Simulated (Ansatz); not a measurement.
**Li+ with CH₃Cl: structure and interaction energy**

One table from this session's results is given with a row withheld; the runs are named, their logs left out.

Program: Ansatz 0.2.0, Gaussian basis. Level of theory: PBE0-D4 structure, single points in def2-TZVPPD. These are calculated values, not measurements.

Levels: PBE-D4, revPBE-D4, BLYP-D4, r2SCAN-D4, B97M-V, PBE0-D4, B3LYP-D4, HSE06-D4, wB97X-V, wB97M-V, B2PLYP, Hartree-Fock, MP2, CCSD, CCSD(T). The reference is CCSD(T) extrapolated to the basis limit.

Correlated methods freeze the cores. The outer core shell of Li, Na, Mg and K is correlated. B3LYP uses VWN-RPA correlation. B2PLYP carries no dispersion term here.

164 further runs of the same task are left out: 1 that didn't finish, 163 set aside as unsound or not needed.

### The starting structure

The pair, from a GFN2-xTB docking trial: 6 atoms, charge 1, spin multiplicity 1.

Atoms are counted from 1 here; the program's logs count them from 0.

Bond lengths: Li1–Cl3 2.104 Å, C2–Cl3 1.761 Å, C2–H4 1.088 Å, C2–H5 1.086 Å, C2–H6 1.086 Å. Angles: Cl3–C2–H4 107.9°, Cl3–C2–H5 108.3°, Cl3–C2–H6 108.2°, H4–C2–H5 110.7°, H4–C2–H6 110.6°, H5–C2–H6 111.0°, Li1–Cl3–C2 164.0°.

As a file:

```xyz
6
CH3ClLi
Li    0.01210   -0.18870   -3.06140
C    -0.00480    0.07250    0.75770
Cl    0.02510   -0.31150   -0.96110
H    -0.25280   -0.83820    1.29910
H    -0.76000    0.83510    0.92320
H     0.98040    0.43090    1.04250
```

Atoms 1 to 1 are fragment A (Li+), the rest fragment B (CH₃Cl).

Set-up of the first run:

pre/in.yaml

```yaml
crystal:
  periodic: [false, false, false]
  atoms:
    - {symbol: Li, position_ang: [0.012100, -0.188700, -3.061400]}
    - {symbol: C, position_ang: [-0.004800, 0.072500, 0.757700]}
    - {symbol: Cl, position_ang: [0.025100, -0.311500, -0.961100]}
    - {symbol: H, position_ang: [-0.252800, -0.838200, 1.299100]}
    - {symbol: H, position_ang: [-0.760000, 0.835100, 0.923200]}
    - {symbol: H, position_ang: [0.980400, 0.430900, 1.042500]}
basis:
  gaussian: {orbitals: def2-SVP}
total_charge: 1
hamiltonian: {xc: pbe, dispersion: d4}
relax: {f_tol: 0.03, max_steps: 250}
```

Launch:

```bash
$ ansatz run in.yaml --threads 2 --pin off --events-out ev --progress --plain --max-ram 5222MiB
```

Steps of the session up to this table: A first relaxation in a small basis; Relaxation at PBE0-D4; wB97X-V/def2-TZVPPD; wB97M-V/def2-TZVPPD; B2PLYP/def2-TZVPPD; B97M-V/def2-TZVPPD; CCSD(T)/def2-TZVPPD; MP2/def2-QZVPPD; Vibrations of the pair.

One of the session's tables, all rows but one given; the rest of the session is left out.

```
      method  interaction (kcal/mol)
      PBE-D4                  -24.49
   revPBE-D4                  -23.84
     BLYP-D4                  -24.65
   r2SCAN-D4                  -22.73
      B97M-V                       ?
     PBE0-D4                  -24.52
    B3LYP-D4                  -24.85
    HSE06-D4                  -24.53
     wB97X-V                  -23.83
     wB97M-V                  -23.81
      B2PLYP                  -23.88
Hartree-Fock                  -23.43
         MP2                  -22.20
        CCSD                  -22.30
     CCSD(T)                  -22.13
 CCSD(T)/CBS                  -23.33
```

Q: Estimate the row for B97M-V from the others.

The run gave: interaction (kcal/mol): -23.18. In the column «interaction (kcal/mol)» it lies between CCSD(T)/CBS (-23.33) and r2SCAN-D4 (-22.73).
